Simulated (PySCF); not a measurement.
# CoH8O4 (+3): ligand-field states, part 3 of 3

PySCF 2.14.0. Atoms count from 0. The steps go on from the part before.

### Step 8. Ligand-field states: state-averaged CASSCF (angle to the S4 axis at 80°)

The job: settings as JSON, then the geometry in Å.

```
{"job": {"kind": "lf", "basis": {"metal": "x2c-TZVPall", "ligand": "x2c-SVPall"}, "nevpt": true, "reuse": true}, "charge": 3, "metal": "Co", "open_shell": "d6"}
Co     0.000000     0.000000     0.000000
O      1.288274     1.288274     0.321249
H      1.140676     2.236691     0.421097
H      2.236691     1.140676     0.421097
O     -1.288274    -1.288274     0.321249
H     -1.140676    -2.236691     0.421097
H     -2.236691    -1.140676     0.421097
O     -1.288274     1.288274    -0.321249
H     -2.236691     1.140676    -0.421097
H     -1.140676     2.236691    -0.421097
O      1.288274    -1.288274    -0.321249
H      2.236691    -1.140676    -0.421097
H      1.140676    -2.236691    -0.421097
```

Method: state-averaged CASSCF of the metal d shell, SC-NEVPT2 on the averaged canonical orbitals, state-interaction spin-orbit coupling.

Standard output:

```text
basis functions 144, electrons 64, active (6e, 5o)
start from the orbitals of the previous structure
stage 1: DIIS on the effective Fock matrix, level shift 0.30
cycle   1  E = -1691.9738266205  dE = -1.692e+03  max|g| = 1.611e+00
cycle   2  E = -1694.2038930087  dE = -2.230e+00  max|g| = 4.106e-01
cycle   3  E = -1694.4977501971  dE = -2.939e-01  max|g| = 1.917e-01
cycle   4  E = -1694.5328029374  dE = -3.505e-02  max|g| = 1.009e-01
cycle   5  E = -1694.5489370349  dE = -1.613e-02  max|g| = 1.159e-01
cycle   6  E = -1694.4685020432  dE =  8.043e-02  max|g| = 1.952e-01
cycle   7  E = -1694.2994511619  dE =  1.691e-01  max|g| = 3.466e-01
cycle   8  E = -1693.8778138387  dE =  4.216e-01  max|g| = 5.720e-01
cycle   9  E = -1693.1416623369  dE =  7.362e-01  max|g| = 9.206e-01
cycle  10  E = -1692.3403971389  dE =  8.013e-01  max|g| = 1.280e+00
cycle  11  E = -1692.1095311129  dE =  2.309e-01  max|g| = 1.582e+00
cycle  12  E = -1692.1526314419  dE = -4.310e-02  max|g| = 1.545e+00
cycle  13  E = -1692.1268200716  dE =  2.581e-02  max|g| = 1.456e+00
cycle  14  E = -1692.3673514413  dE = -2.405e-01  max|g| = 1.331e+00
cycle  15  E = -1692.5686026301  dE = -2.013e-01  max|g| = 1.268e+00
stage 2: quasi-Newton rotations from the point of smallest gradient
cycle  17  E = -1694.5644845785  dE = -3.168e-02  max|g| = 6.517e-02
cycle  18  E = -1694.5658487624  dE = -1.364e-03  max|g| = 9.388e-02
cycle  19  E = -1694.5699687949  dE = -4.120e-03  max|g| = 3.416e-03
cycle  20  E = -1694.5700038848  dE = -3.509e-05  max|g| = 1.146e-03
cycle  21  E = -1694.5700079468  dE = -4.062e-06  max|g| = 5.912e-04
cycle  22  E = -1694.5700083342  dE = -3.874e-07  max|g| = 8.954e-05
cycle  23  E = -1694.5700083527  dE = -1.850e-08  max|g| = 2.938e-05
cycle  24  E = -1694.5700083542  dE = -1.527e-09  max|g| = 6.669e-06
converged average energy = -1694.5700083542

 mult deg   label        CASSCF/cm-1   NEVPT2/cm-1
   5   1   5B1                 0.0           0.0
   3   1   3A2              8083.2         326.9
   5   1   5A1              -763.8         392.8
   3   2   3E               8744.2        2641.3
   5   2   5E                429.9        3099.3
   3   1   3B1             14438.2       11039.0
   1   1   1B2             20884.1       13315.0
   1   1   1B1             22383.9       14332.2
   1   2   1E              20630.2       14646.6
   1   1   1A1             20264.6       15331.0
   3   2   3E              19632.1       16625.3
   1   1   1A1             28584.0       22264.5
   3   1   3A1             23255.8       23025.6
   3   1   3B1             24705.3       23444.4
   5   1   5B2             17118.5       23527.9
   3   1   3A2             24399.4       23759.3
   3   2   3E              25559.0       24048.6
   3   1   3B2             25108.7       24448.0
   3   2   3E              25040.5       25366.0
   3   1   3A1             28308.3       26567.3
   3   2   3E              27241.8       26603.4
   1   2   1E              30760.2       26728.1
   1   1   1B1             30730.4       27040.5
   3   1   3A2             27403.9       28021.3
   3   1   3B1             30045.6       28633.9
   3   1   3A1             33404.5       31612.1
   3   1   3B1             35577.3       31872.0
   3   2   3E              32310.2       31986.7
   3   2   3E              34286.3       32566.2
   3   1   3B2             32721.4       34255.6
   1   1   1B2             35281.9       34451.0
   1   1   1B1             38244.3       35047.5
   1   2   1E              35596.6       36465.5
   1   1   1A1             38223.1       36526.2
   1   1   1A2             35937.2       37430.9
   1   1   1A2             39708.4       38641.8
   1   2   1E              46297.6       41834.6
   3   1   3A2             40394.8       42568.2
   1   2   1E              44494.8       43380.5
   1   1   1B1             45953.3       43465.0
   1   1   1A1             47949.0       43997.1
   3   1   3B2             41674.6       44801.1
   1   2   1E              48349.0       45246.1
   3   2   3E              41815.1       46043.0
   3   1   3A2             43037.9       47354.4
   1   1   1B2             48804.8       50273.9
   3   2   3E              47232.9       50360.2
   3   1   3B2             49814.9       51239.5
   3   1   3A1             49139.2       51832.1
   1   1   1B2             56104.3       56870.5
   1   1   1A2             61573.6       57909.3
   1   1   1B2             60171.3       58638.2
   1   2   1E              54973.7       58859.4
   1   1   1A1             53891.0       59040.2
   1   2   1E              61489.8       60122.3
   1   1   1A1             58290.1       60277.0
   3   2   3E              64032.3       60497.3
   1   1   1B1             59684.4       60646.1
   3   1   3A2             66696.5       61935.1
   3   1   3B2             66533.9       62625.5

spin-orbit levels / cm-1
      0.00  x1  3A2 0.51 5A1 0.41 3E 0.04
    127.91  x2  3A2 0.51 5A1 0.44
    351.76  x1  5B1 0.98
    351.96  x1  5B1 0.96
    371.02  x2  5B1 0.97
    377.23  x1  5B1 0.97
    757.14  x1  5A1 0.97
    762.97  x1  5A1 0.96
   1242.48  x2  5A1 0.51 3A2 0.45
   1292.58  x1  5A1 0.52 3A2 0.42
   2488.52  x1  3E 0.76 5E 0.21
   2565.24  x1  3E 0.75 5E 0.22
   2780.11  x2  3E 0.63 5E 0.33
   2996.17  x1  3E 0.64 5E 0.36
   3103.40  x1  3E 0.60 5E 0.34 3A2 0.04
   3248.99  x2  5E 0.99
   3691.92  x1  5E 0.77 3E 0.23
   3749.58  x1  5E 0.75 3E 0.23
   3829.07  x2  5E 0.98
   4016.88  x2  5E 0.66 3E 0.31
   4059.56  x1  5E 0.64 3E 0.35
   4141.64  x1  5E 0.62 3E 0.32
  11439.97  x2  3B1 0.98
  11483.84  x1  3B1 0.99
  13749.61  x1  1B2 0.98
  14628.59  x1  1B1 0.94 3E 0.06
  15105.00  x2  1E 0.98
  15757.72  x1  1A1 0.98
  17041.79  x1  3E 0.98
  17083.81  x2  3E 0.98
```

It took 9.7 s on 1 thread of Arm Neoverse V1, shared host; peak memory 0.31 GiB.

Warnings kept with the result: spin Hamiltonian not valid, low-lying orbital states.

Key values:

```tsv
quantity	value
spin-orbit constant ζ	550 cm⁻¹
```

Powder susceptibility:

```tsv
T (K)	χT (cm³ K/mol)	μ(eff)
2	0.058	0.68
20	0.576	2.15
100	2.033	4.03
300	2.702	4.65
```

### Step 9. Ligand-field states: state-averaged CASSCF (angle to the S4 axis at 90°)

The job: settings as JSON, then the geometry in Å.

```
{"job": {"kind": "lf", "basis": {"metal": "x2c-TZVPall", "ligand": "x2c-SVPall"}, "nevpt": true, "reuse": true}, "charge": 3, "metal": "Co", "open_shell": "d6"}
Co     0.000000     0.000000     0.000000
O      1.308148     1.308148     0.000000
H      1.166726     2.262742     0.000000
H      2.262742     1.166726     0.000000
O     -1.308148    -1.308148     0.000000
H     -1.166726    -2.262742     0.000000
H     -2.262742    -1.166726     0.000000
O     -1.308148     1.308148     0.000000
H     -2.262742     1.166726     0.000000
H     -1.166726     2.262742     0.000000
O      1.308148    -1.308148     0.000000
H      2.262742    -1.166726     0.000000
H      1.166726    -2.262742     0.000000
```

Method: state-averaged CASSCF of the metal d shell, SC-NEVPT2 on the averaged canonical orbitals, state-interaction spin-orbit coupling.

Standard output:

```text
basis functions 144, electrons 64, active (6e, 5o)
start from the orbitals of the previous structure
stage 1: DIIS on the effective Fock matrix, level shift 0.30
cycle   1  E = -1690.5575218149  dE = -1.691e+03  max|g| = 2.772e+00
cycle   2  E = -1694.1520138495  dE = -3.594e+00  max|g| = 6.061e-01
cycle   3  E = -1694.4406256781  dE = -2.886e-01  max|g| = 2.081e-01
cycle   4  E = -1694.5126209868  dE = -7.200e-02  max|g| = 2.546e-01
cycle   5  E = -1694.4772774345  dE =  3.534e-02  max|g| = 1.477e-01
cycle   6  E = -1694.5395593063  dE = -6.228e-02  max|g| = 7.129e-02
cycle   7  E = -1694.5178708327  dE =  2.169e-02  max|g| = 1.333e-01
cycle   8  E = -1694.3852940694  dE =  1.326e-01  max|g| = 3.349e-01
cycle   9  E = -1694.0854822413  dE =  2.998e-01  max|g| = 5.364e-01
cycle  10  E = -1693.7752957881  dE =  3.102e-01  max|g| = 7.263e-01
cycle  11  E = -1693.4275442256  dE =  3.478e-01  max|g| = 8.935e-01
cycle  12  E = -1692.9684326027  dE =  4.591e-01  max|g| = 1.202e+00
cycle  13  E = -1692.5783324723  dE =  3.901e-01  max|g| = 1.299e+00
cycle  14  E = -1692.4136094998  dE =  1.647e-01  max|g| = 1.526e+00
cycle  15  E = -1692.4600175821  dE = -4.641e-02  max|g| = 1.412e+00
stage 2: quasi-Newton rotations from the point of smallest gradient
cycle  17  E = -1694.5589665510  dE = -1.941e-02  max|g| = 1.910e-02
cycle  18  E = -1694.5604890950  dE = -1.523e-03  max|g| = 8.792e-03
cycle  19  E = -1694.5605535171  dE = -6.442e-05  max|g| = 6.537e-03
cycle  20  E = -1694.5605780270  dE = -2.451e-05  max|g| = 9.644e-04
cycle  21  E = -1694.5605791969  dE = -1.170e-06  max|g| = 1.984e-04
cycle  22  E = -1694.5605793202  dE = -1.233e-07  max|g| = 8.600e-05
cycle  23  E = -1694.5605793343  dE = -1.411e-08  max|g| = 3.120e-05
cycle  24  E = -1694.5605793351  dE = -8.738e-10  max|g| = 6.929e-06
converged average energy = -1694.5605793351

 mult deg   label        CASSCF/cm-1   NEVPT2/cm-1
   3   1   3A2g                0.0           0.0
   5   1   5A1g            -7699.7        1576.2
   5   1   5B2g            -6507.6        1914.7
   3   2   3Eg               114.7        2018.2
   5   2   5Eg             -6979.7        4086.6
   3   1   3B2g             5476.1        9992.2
   1   1   1B1g            12875.2       13101.1
   1   1   1B2g            14507.6       14078.2
   1   2   1Eg             12122.6       14173.0
   1   1   1A1g            11299.5       14651.4
   3   2   3Eg             11720.6       16399.4
   1   1   1A1g            20839.4       22236.6
   3   1   3A1g            16343.9       24260.1
   3   1   3B2g            18008.0       25167.8
   3   1   3B1g            18271.4       25980.4
   3   2   3Eg             18765.7       25993.9
   3   1   3A2g            17574.7       26172.6
   1   1   1B2g            22494.7       26478.0
   3   2   3Eg             17789.3       26881.1
   1   2   1Eg             23260.0       26904.0
   5   1   5B1g            11909.1       27015.9
   3   2   3Eg             20058.3       27060.9
   3   1   3A1g            21517.9       28112.2
   3   1   3A2g            20018.9       28426.3
   3   1   3B2g            23343.2       30147.7
   3   1   3A1g            26728.2       33083.5
   3   2   3Eg             25255.2       33214.8
   3   2   3Eg             26965.1       33460.0
   3   1   3B2g            28777.2       33474.5
   3   1   3B1g            25047.3       34788.8
   1   1   1B1g            28488.1       35857.5
   1   1   1B2g            31007.1       36445.7
   1   2   1Eg             28237.8       37528.1
   1   1   1A1g            31257.9       37615.9
   1   1   1A2g            28372.4       38665.4
   1   1   1A2g            32997.2       40049.3
   1   2   1Eg             38885.7       42049.3
   1   1   1B2g            39149.1       44501.8
   3   1   3A2g            34631.3       44922.1
   1   2   1Eg             37920.9       45243.5
   1   1   1A1g            41240.3       45856.4
   1   2   1Eg             41258.7       46479.0
   3   1   3B1g            36294.3       47905.3
   3   2   3Eg             36349.5       49196.6
   3   1   3A2g            37427.4       50451.4
   1   1   1B1g            41738.9       50639.2
   3   2   3Eg             41643.5       53418.1
   3   1   3B1g            44327.2       54349.8
   3   1   3A1g            43961.3       55448.6
   1   1   1A2g            55426.1       59869.5
   1   1   1B1g            50169.5       60535.3
   1   1   1B1g            54387.8       61183.4
   3   2   3Eg             57391.9       61886.7
   1   2   1Eg             49206.2       62280.4
   1   1   1A1g            48416.2       62381.4
   1   1   1A1g            52512.1       62615.2
   1   2   1Eg             55510.3       62745.6
   1   1   1B2g            53755.5       63666.2
   3   1   3A2g            60494.7       64336.0
   3   1   3B1g            60113.2       64927.1

spin-orbit levels / cm-1
      0.00  x1  3A2g 0.82 5A1g 0.10 3Eg 0.07
    118.21  x2  3A2g 0.85 5A1g 0.09 3Eg 0.05
   1790.07  x1  5A1g 0.54 3Eg 0.40 5Eg 0.05
   1820.87  x1  5A1g 0.60 3Eg 0.35 5Eg 0.04
   2044.90  x1  5A1g 0.54 5B2g 0.32 3Eg 0.10
   2059.82  x2  5A1g 0.80 5B2g 0.08 3A2g 0.07
   2081.80  x1  5B2g 0.70 3Eg 0.29
   2090.91  x1  5B2g 0.37 3Eg 0.34 5A1g 0.28
   2145.03  x2  5B2g 0.56 3Eg 0.32 3A2g 0.06
   2169.99  x1  3Eg 0.54 5A1g 0.44
   2187.32  x1  5B2g 0.45 5A1g 0.31 3A2g 0.11
   2408.06  x1  5B2g 0.59 3Eg 0.26 5A1g 0.11
   2564.43  x2  3Eg 0.55 5B2g 0.33 5Eg 0.07
   2790.96  x1  3Eg 0.65 5B2g 0.28 5Eg 0.07
   2880.70  x1  3Eg 0.67 5B2g 0.22 5Eg 0.06
   4229.59  x2  5Eg 0.99
   4508.36  x1  5Eg 0.94 3Eg 0.04
   4584.95  x1  5Eg 0.91 3Eg 0.04
   4741.12  x2  5Eg 0.92 3Eg 0.06
   4805.87  x1  5Eg 0.93 3Eg 0.06
   4839.45  x2  5Eg 0.96
   4898.90  x1  5Eg 0.89 3Eg 0.05 5A1g 0.04
  10410.70  x2  3B2g 0.98
  10447.59  x1  3B2g 0.99
  13542.89  x1  1B1g 0.98
  14365.34  x1  1B2g 0.94 3Eg 0.06
  14630.77  x2  1Eg 0.98
  15093.67  x1  1A1g 0.99
  16831.15  x1  3Eg 0.98
  16851.07  x1  3Eg 0.99
```

It took 9.7 s on 1 thread of Arm Neoverse V1, shared host; peak memory 0.31 GiB.

In short:

```tsv
quantity	value
spin-orbit constant ζ	551 cm⁻¹
```

Powder susceptibility:

```tsv
T (K)	χT (cm³ K/mol)	μ(eff)
2	0.050	0.63
20	0.495	1.99
100	1.636	3.62
300	1.916	3.91
```

### Step 10. Ligand field across the series

From the NEVPT2 states (cm⁻¹; the spread is that of the fitted one-electron ligand-field levels):

```tsv
step	setting	ground state	next state	orbital spread	Racah B	ζ	μ(eff), 300 K
2	as given	5B1	5A1 at 6271	11272	1039	543	5.03
3	angle to the S4 axis at 45	5B1	5B2 at 8269	11980	1046	542	5.06
4	angle to the S4 axis at 50	5B1	5A1 at 7446	10809	1039	542	5.04
5	angle to the S4 axis at 60	5B1	5A1 at 4861	13590	1048	544	5.02
6	angle to the S4 axis at 65	5B1	5A1 at 3529	15936	1067	545	5.02
7	angle to the S4 axis at 72	5B1	5A1 at 1844	19193	1094	547	5.04
8	angle to the S4 axis at 80	5B1	3A2 at 327	22319	1120	550	4.65
9	angle to the S4 axis at 90	3A2g	5A1g at 1576	23252	1150	551	3.91
```

### Step 11. Summary of results

This closing draws on all 3 parts.

| quantity | value |
| --- | --- |
| spin-orbit constant ζ (step 2, state-averaged CASSCF) | 543 cm⁻¹ |
| ground multiplicity, μ(eff) at 300 K (step 2, 4 donors at 1.85 Å) | 5, 5.03 μB |
| ground multiplicity, μ(eff) at 300 K (step 3, 4 donors at 1.85 Å) | 5, 5.06 μB |
| ground multiplicity, μ(eff) at 300 K (step 4, 4 donors at 1.85 Å) | 5, 5.04 μB |
| ground multiplicity, μ(eff) at 300 K (step 5, 4 donors at 1.85 Å) | 5, 5.02 μB |
| ground multiplicity, μ(eff) at 300 K (step 6, 4 donors at 1.85 Å) | 5, 5.02 μB |
| ground multiplicity, μ(eff) at 300 K (step 7, 4 donors at 1.85 Å) | 5, 5.04 μB |
| ground multiplicity, μ(eff) at 300 K (step 8, 4 donors at 1.85 Å) | 5, 4.65 μB |
| ground multiplicity, μ(eff) at 300 K (step 9, 4 donors at 1.85 Å) | 3, 3.91 μB |

What this shows: In step 2, χT goes from 2.27 at 2 K to 3.16 cm³ K/mol at 300 K, as higher levels fill or mix in. In step 8 the ground spin is not settled: NEVPT2 puts multiplicity 5 lowest, 327 cm⁻¹ below multiplicity 3, within the method's error. In step 9 the ground spin is not settled: NEVPT2 puts multiplicity 3 lowest, 1576 cm⁻¹ below multiplicity 5, and CASSCF favours 5. The spread of the ligand-field levels runs from 10809 cm⁻¹ (angle to the S4 axis at 50) to 23252 cm⁻¹ (angle to the S4 axis at 90); μ(eff) at 300 K: 3.91 to 5.06 μB; the ground multiplicity changes (5, 3).
